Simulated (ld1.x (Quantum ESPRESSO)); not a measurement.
# Pseudopotential generation for fluorine: ultrasoft, PBE

Task: generate the file, and judge it by its errors in other configurations, its logarithmic derivatives, its ghosts and its cutoff.

Program: ld1.x (Quantum ESPRESSO) 7.5. Reference atom: PBE, scalar-relativistic, spherical and spin-unpolarised. All values are calculated.

### 1 The design

The settings as typed:

- element: fluorine (F, Z = 9)
- type: ultrasoft
- frozen core: [He]
- valence charge: 7
- reference configuration: 2s2 2p5
- partial waves: 2s (bound): rcut 0.60, rcutus 0.70 bohr; 2s channel at -1.8 Ry: rcut 0.60, rcutus 0.70 bohr; 2p (bound): rcut 1.15, rcutus 1.55 bohr; 2p channel at 1.05 Ry: rcut 1.15, rcutus 1.55 bohr; 3d channel at -0.05 Ry: rcut 1.25, rcutus 1.70 bohr; 3d channel at 0.25 Ry: rcut 1.25, rcutus 1.70 bohr
- local potential: all-electron potential smoothed inside 0.55 bohr (lloc = -2)
- core correction: Bessel-smoothed model core inside 0.60 bohr
- augmentation charge: built from norm-conserving waves at rcut, not smoothed further

The outer shells as boxes (Hund's rule for the drawing; the calculation is spin-unpolarised):

```
[He] core
2s [↑↓]
2p [↑↓][↑↓][↑ ]
```

The nodes and maxima of the atom's own shells, from an earlier all-electron run, set the scale for the radii.

All-electron outer shells of the reference configuration (PBE, scalar-relativistic, ld1.x):

| shell | level (eV) | outermost node (bohr) | outermost maximum (bohr) |
| --- | --- | --- | --- |
| 1s | -663.37 | – | 0.11 |
| 2s | -29.90 | 0.24 | 0.76 |
| 2p | -11.11 | – | 0.71 |

### 2 Generation

File F.in:

```
 &input
   title='F', zed=9., rel=1, dft='PBE', iswitch=3,
   config='[He] 2s2 2p5 3d-2',
   nld=3, rlderiv=1.85, eminld=-4.0, emaxld=5.0, deld=0.02
 /
 &inputp
   pseudotype=3, tm=.true., lloc=-2, rcloc=0.55,
   nlcc=.true., new_core_ps=.true., rcore=0.60,
   file_pseudopw='F.UPF', file_wfcaegen='ae.wfc', file_wfcncgen='nc.wfc', file_beta='beta', file_chi='chi', file_wfcusgen='us.wfc'
 /
6
2S  1  0   2.00   0.00  0.60  0.70  0.0
2S  1  0   0.00  -1.80  0.60  0.70  0.0
2P  2  1   5.00   0.00  1.15  1.55  0.0
2P  2  1   0.00   1.05  1.15  1.55  0.0
3D  3  2  -2.00  -0.05  1.25  1.70  0.0
3D  3  2  -2.00   0.25  1.25  1.70  0.0
 &test
   configts(1)='2s2 2p5'
 /
```

On the command line:

```console
ld1.x < F.in > F.out
```

What the program wrote to F.out (without the banner and most projector matrices):

```text
     Program LD1 v.7.5
     --------------------------- All-electron run ----------------------------

     F
     scalar relativistic calculation

     atomic number is  9.00
     dft =PBE   lsd =0 sic =0 latt =0  beta=0.20 tr2=1.0E-14
     Exchange-correlation= PBE
                           (   1   4   3   4   0   0   0)
     mesh =1105 r(mesh) =  99.76081 a.u. xmin = -7.00 dx = 0.01250
     1 Ry =  13.60569312 eV, c = 137.03599908

     n l     nl                  e(Ry)          e(Ha)          e(eV)
     1 0     1S 1( 2.00)       -48.7570       -24.3785      -663.3734
     2 0     2S 1( 2.00)        -2.1976        -1.0988       -29.8996
     2 1     2P 1( 5.00)        -0.8167        -0.4083       -11.1117

     final scf error:  6.3E-15 reached in  26 iterations

     Etot =    -199.489330 Ry,     -99.744665 Ha,   -2714.190600 eV

     Ekin =     199.322998 Ry,      99.661499 Ha,    2711.927538 eV
     Encl =    -477.724055 Ry,    -238.862027 Ha,   -6499.766885 eV
     Eh   =      99.339620 Ry,      49.669810 Ha,    1351.584389 eV
     Exc  =     -20.427893 Ry,     -10.213946 Ha,    -277.935642 eV

     normalization and overlap integrals

     s(1S/1S) =  1.000000  <r> =   0.1763  <r2> =    0.0420  r(max) =   0.1139
     s(2S/2S) =  1.000000  <r> =   1.0034  <r2> =    1.2282  r(max) =   0.7617
     s(2P/2P) =  1.000000  <r> =   1.1050  <r2> =    1.6384  r(max) =   0.7066

     ------------------------ End of All-electron run ------------------------

     --------------------- Generating US pseudopotential ---------------------

      Generating local potential from pseudized AE potential:
      Matching radius rcloc =   0.5500
      Enforcing V''(0)=0 (lloc=-2)

      Local pseudo, rcloc= 0.550 Estimated cut-off energy=    96.42 Ry

      Computing core charge for nlcc:

       r > 0.60 : true rho core
      Core charge pseudized with two Bessel functions
      Integrated core pseudo-charge :   0.23

      Wfc   2S  rcut= 0.593  Using Troullier-Martins method
      Wfc-us  2S rcutus= 0.707  Estimated cut-off energy=    87.37 Ry

      Wfc   2S  rcut= 0.593  Using Troullier-Martins method
      Wfc-us  2S rcutus= 0.707  Estimated cut-off energy=    87.98 Ry

      Wfc   2P  rcut= 1.136  Using Troullier-Martins method
      Wfc-us  2P rcutus= 1.534  Estimated cut-off energy=    33.88 Ry

      Wfc   2P  rcut= 1.136  Using Troullier-Martins method
      Wfc-us  2P rcutus= 1.534  Estimated cut-off energy=    61.94 Ry

      Wfc   3D  rcut= 1.256  Using Troullier-Martins method
      Wfc-us  3D rcutus= 1.695  Estimated cut-off energy=    35.05 Ry

      Wfc   3D  rcut= 1.256  Using Troullier-Martins method
      Wfc-us  3D rcutus= 1.695  Estimated cut-off energy=    35.30 Ry

     ------------------- End of pseudopotential generation -------------------

     [... the all-electron block is printed once more ...]


     Computing logarithmic derivative in   1.83867
     Computing logarithmic derivative in   1.83867
     Computing the partial wave expansion
     R is outside the sphere for l=    0 j= 0.00
     R is outside the sphere for l=    0 j= 0.00
     R is outside the sphere for l=    1 j= 0.00
     R is outside the sphere for l=    1 j= 0.00
     R is outside the sphere for l=    2 j= 0.00
     R is outside the sphere for l=    2 j= 0.00

     ---------------------- Testing the pseudopotential ----------------------

     F
     scalar relativistic calculation

     atomic number is  9.00   valence charge is  7.00
     dft =PBE   lsd =0 sic =0 latt =0  beta=0.20 tr2=1.0E-14
     mesh =1105 r(mesh) =  99.76081 xmin = -7.00 dx = 0.01250

     n l     nl             e AE (Ry)        e PS (Ry)    De AE-PS (Ry)
     1 0     2S   1( 2.00)       -2.19758       -2.19764        0.00006
     2 1     2P   1( 5.00)       -0.81670       -0.81670        0.00000

     eps = 1.3E-16  iter =  4

     Etot =    -199.489330 Ry,     -99.744665 Ha,   -2714.190600 eV
     Etotps =   -48.405240 Ry,     -24.202620 Ha,    -658.586845 eV

     Ekin =      16.475459 Ry,       8.237730 Ha,     224.160044 eV
     Encl =    -115.043297 Ry,     -57.521649 Ha,   -1565.243798 eV
     Ehrt =      42.167583 Ry,      21.083792 Ha,     573.719197 eV
     Ecxc =      -9.522476 Ry,      -4.761238 Ha,    -129.559884 eV
     (Ecc =      -0.336323 Ry,      -0.168161 Ha,      -4.575907 eV)
     Epseu=      17.517490 Ry,       8.758745 Ha,     238.337596 eV

     ---------------------- End of pseudopotential test ----------------------
```

It took 1 s on 1 thread of Neoverse-V1, shared host. This counts the later configuration tests of the new file too.

Partial waves on a coarse radial grid (AE all-electron, PS pseudo):

```csv
r (bohr),2s AE,2s PS
0.085,-0.4513,0.1537
0.170,-0.2862,0.3076
0.255,0.0473,0.4604
0.340,0.3758,0.6085
0.425,0.6403,0.7454
0.510,0.8288,0.8631
0.595,0.9473,0.9531
0.680,1.0084,1.0085
0.765,1.0257,1.0257
0.850,1.0115,1.0115
0.935,0.9756,0.9756
1.020,0.9257,0.9257
1.105,0.8675,0.8675
1.190,0.8052,0.8052
1.275,0.7418,0.7418
1.360,0.6793,0.6793
1.445,0.6190,0.6190
1.530,0.5617,0.5617
1.615,0.5081,0.5081
1.700,0.4583,0.4583
1.785,0.4124,0.4124
1.870,0.3704,0.3704
1.955,0.3321,0.3321
2.040,0.2973,0.2973
2.125,0.2659,0.2659
2.210,0.2375,0.2375
```

### 3 Testing the new file in other configurations

File F.test.in:

```
 &input
   title='F', zed=9., rel=1, dft='PBE', iswitch=2,
   config='[He] 2s2 2p5 3d-2'
 /
 &test
   file_pseudo='F.UPF', nconf=8,
   configts(1)='2s2 2p5',
   configts(2)='2s2 2p4',
   configts(3)='2s2 2p3',
   configts(4)='2s2 2p2',
   configts(5)='2s1 2p6',
   configts(6)='2s2 2p5.3',
   configts(7)='2s2 2p1',
   configts(8)='2s2 2p4.5'
 /
```

On the command line:

```console
ld1.x < F.test.in > F.test.out
```

F.test.out, the pseudopotential blocks:

```text
     ---------------------- Testing the pseudopotential ----------------------

     F
     scalar relativistic calculation

     atomic number is  9.00   valence charge is  7.00
     dft =PBE   lsd =0 sic =0 latt =0  beta=0.20 tr2=1.0E-14
     mesh =1105 r(mesh) =  99.76081 xmin = -7.00 dx = 0.01250

     n l     nl             e AE (Ry)        e PS (Ry)    De AE-PS (Ry)
     1 0     2S   1( 2.00)       -2.19758       -2.19764        0.00006
     2 1     2P   1( 5.00)       -0.81670       -0.81670        0.00000

     eps = 1.3E-16  iter =  4

     Etot =    -199.489330 Ry,     -99.744665 Ha,   -2714.190600 eV
     Etotps =   -48.405240 Ry,     -24.202620 Ha,    -658.586845 eV

     Ekin =      16.475459 Ry,       8.237730 Ha,     224.160044 eV
     Encl =    -115.043297 Ry,     -57.521649 Ha,   -1565.243798 eV
     Ehrt =      42.167583 Ry,      21.083792 Ha,     573.719197 eV
     Ecxc =      -9.522476 Ry,      -4.761238 Ha,    -129.559884 eV
     (Ecc =      -0.336323 Ry,      -0.168161 Ha,      -4.575907 eV)
     Epseu=      17.517490 Ry,       8.758745 Ha,     238.337596 eV

     ---------------------- End of pseudopotential test ----------------------

     ---------------------- Testing the pseudopotential ----------------------

     F
     [...]
     n l     nl             e AE (Ry)        e PS (Ry)    De AE-PS (Ry)
     1 0     2S   1( 2.00)       -3.48292       -3.48299        0.00007
     2 1     2P   1( 4.00)       -2.08065       -2.07813       -0.00253

     eps = 3.6E-18  iter =  9

     Etot =    -198.064175 Ry,     -99.032088 Ha,   -2694.800384 eV
     Etotps =   -46.981019 Ry,     -23.490510 Ha,    -639.209327 eV
     dEtot_ae =       1.425155 Ry
     dEtot_ps =       1.424221 Ry,   Delta E=       0.000933 Ry

     [...]
     ---------------------- End of pseudopotential test ----------------------

     ---------------------- Testing the pseudopotential ----------------------

     F
     [...]
     n l     nl             e AE (Ry)        e PS (Ry)    De AE-PS (Ry)
     1 0     2S   1( 2.00)       -4.99731       -4.99642       -0.00089
     2 1     2P   1( 3.00)       -3.60167       -3.59198       -0.00969  !

     eps = 4.2E-18  iter =  9

     Etot =    -195.242940 Ry,     -97.621470 Ha,   -2656.415526 eV
     Etotps =   -44.165165 Ry,     -22.082582 Ha,    -600.897676 eV
     dEtot_ae =       4.246390 Ry
     dEtot_ps =       4.240076 Ry,   Delta E=       0.006314 Ry

     [...]
     ---------------------- End of pseudopotential test ----------------------

     ---------------------- Testing the pseudopotential ----------------------

     F
     [...]
     n l     nl             e AE (Ry)        e PS (Ry)    De AE-PS (Ry)
     1 0     2S   1( 2.00)       -6.70364       -6.69723       -0.00641  !
     2 1     2P   1( 2.00)       -5.34782       -5.31975       -0.02807  !

     eps = 2.6E-15  iter =  7

     Etot =    -190.786158 Ry,     -95.393079 Ha,   -2595.777923 eV
     Etotps =   -39.725751 Ry,     -19.862876 Ha,    -540.496379 eV
     dEtot_ae =       8.703171 Ry
     dEtot_ps =       8.679489 Ry,   Delta E=       0.023682 Ry

     [...]
     ---------------------- End of pseudopotential test ----------------------

     ---------------------- Testing the pseudopotential ----------------------

     F
     [...]
     n l     nl             e AE (Ry)        e PS (Ry)    De AE-PS (Ry)
     1 0     2S   1( 1.00)       -2.23280       -2.23175       -0.00105
     2 1     2P   1( 6.00)       -0.84819       -0.84928        0.00109

     eps = 6.9E-17  iter =  7

     Etot =    -198.106554 Ry,     -99.053277 Ha,   -2695.376983 eV
     Etotps =   -47.023509 Ry,     -23.511755 Ha,    -639.787434 eV
     dEtot_ae =       1.382775 Ry
     dEtot_ps =       1.381731 Ry,   Delta E=       0.001044 Ry

     [...]
     ---------------------- End of pseudopotential test ----------------------

     ---------------------- Testing the pseudopotential ----------------------

     F
     [...]
     n l     nl             e AE (Ry)        e PS (Ry)    De AE-PS (Ry)
     1 0     2S   1( 2.00)       -1.86725       -1.86728        0.00003
     2 1     2P   1( 5.30)       -0.49676       -0.49705        0.00029

     eps = 4.3E-17  iter =  9

     Etot =    -199.685554 Ry,     -99.842777 Ha,   -2716.860368 eV
     Etotps =   -48.601533 Ry,     -24.300766 Ha,    -661.257537 eV
     dEtot_ae =      -0.196224 Ry
     dEtot_ps =      -0.196292 Ry,   Delta E=       0.000068 Ry

     [...]
     ---------------------- End of pseudopotential test ----------------------

     ---------------------- Testing the pseudopotential ----------------------

     F
     [...]
     n l     nl             e AE (Ry)        e PS (Ry)    De AE-PS (Ry)
     1 0     2S   1( 2.00)       -8.57765       -8.55437       -0.02328  !
     2 1     2P   1( 1.00)       -7.29740       -7.22826       -0.06914  !

     eps = 4.3E-15  iter =  7

     Etot =    -184.479831 Ry,     -92.239915 Ha,   -2509.975963 eV
     Etotps =   -33.465274 Ry,     -16.732637 Ha,    -455.318243 eV
     dEtot_ae =      15.009499 Ry
     dEtot_ps =      14.939967 Ry,   Delta E=       0.069532 Ry

     [...]
     ---------------------- End of pseudopotential test ----------------------

     ---------------------- Testing the pseudopotential ----------------------

     F
     [...]
     n l     nl             e AE (Ry)        e PS (Ry)    De AE-PS (Ry)
     1 0     2S   1( 2.00)       -2.80814       -2.80822        0.00009
     2 1     2P   1( 4.50)       -1.41356       -1.41265       -0.00091

     eps = 6.7E-15  iter =  7

     Etot =    -198.934914 Ry,     -99.467457 Ha,   -2706.647396 eV
     Etotps =   -47.850987 Ry,     -23.925494 Ha,    -651.045847 eV
     dEtot_ae =       0.554415 Ry
     dEtot_ps =       0.554253 Ry,   Delta E=       0.000162 Ry

     [...]
     ---------------------- End of pseudopotential test ----------------------
```

Excitation and ionisation energies from 2s2 2p5, with the error of the potential.

```csv
valence configuration,charge,ΔE all-electron (eV),error AE − PS (meV)
2s2 2p4,+1,19.390,+13
2s2 2p3,+2,57.775,+86
2s2 2p2,+3,118.413,+322
2s1 2p6,0,18.814,+14
2s2 2p5.3,-0.3,-2.670,+0.9
2s2 2p1,+4,204.215,+946
2s2 2p4.5,+0.5,7.543,+2.2
```

### 4 Scattering by logarithmic derivatives

Taken from the files of the generation run. The phase is arctan(r·u′/u) with u = r·R, unwrapped, with energies in Ry. A pole is an energy at which the radial function vanishes at the test radius. The pseudo phase is shifted by a multiple of π to meet the all-electron one at the reference energy. Levels narrower than the energy grid can be missing from the poles. Left out: d, where the overlap operator is not positive , so their phases aren't trusted. The last column is the largest difference on the grid between −1 and +1 Ry.

| channel | radius (bohr) | reference (Ry) | poles AE | poles PS | window around the reference with phases within 0.05 rad (Ry) | largest difference near zero (rad) |
| --- | --- | --- | --- | --- | --- | --- |
| s | 1.84 | -2.20 | -1.70 | -1.70 | the whole range | 0.001 |
| p | 1.84 | -0.82 | -0.23 | -0.23, 4.03 | below 2.4 | 0.000 |

Phases (rad) along the scan:

```csv
E (Ry),s AE,s PS,p AE,p PS
-4.00,1.210,1.210,1.284,1.282
-3.52,1.136,1.136,1.259,1.257
-3.04,0.961,0.961,1.226,1.224
-2.56,0.110,0.109,1.177,1.175
-2.08,-1.329,-1.329,1.092,1.089
-1.60,-1.606,-1.606,0.895,0.892
-1.12,-1.712,-1.712,0.058,0.056
-0.64,-1.778,-1.778,-1.286,-1.286
-0.16,-1.834,-1.834,-1.599,-1.600
0.32,-1.890,-1.891,-1.726,-1.727
0.80,-1.956,-1.957,-1.812,-1.812
1.28,-2.041,-2.042,-1.892,-1.893
1.76,-2.162,-2.164,-1.984,-1.989
2.24,-2.350,-2.354,-2.109,-2.136
2.72,-2.667,-2.675,-2.304,-2.442
3.20,-3.158,-3.172,-2.643,-3.341
3.68,-3.679,-3.692,-3.194,-4.388
4.16,-4.035,-4.044,-3.756,-4.797
4.64,-4.245,-4.251,-4.106,-5.069
```

### 5 Plane-wave convergence, by spherical Bessel functions

A separate test, outside the generator: the pseudo-atom's Hamiltonian at the reference potential is diagonalised in spherical Bessel functions j_l(qr) that vanish at 20 bohr, with q² up to the cutoff.

No cutoffs are read. The overlap operator is not positive in d (lowest eigenvalue -8.609), so the test is not defined there. The ghost test is not conclusive.

### 6 Summary of results

```
                                                quantity                  value
                                                 cutoffs         not determined
                                            bound ghosts         not determined
                            largest test error (AE − PS)  +946 meV, for 2s2 2p1
largest phase difference near zero energy, channels read              0.001 rad
         lowest eigenvalue of the overlap (Bessel basis)             -8.609 (d)
```

What this shows: The overlap operator is not positive definite in d, so a plane-wave run would break down once the basis is large enough. By total energies transferability is poor: the largest error is 946 meV on 204.2 eV, for 2s2 2p1. That test lies far up in energy; among those under 40 eV, nearer to bonding, the largest error is 14 meV. No cutoffs are read. Ghosts could not be judged. Near zero energy the phases of the channels with partial waves that could be evaluated agree within 0.001 rad.
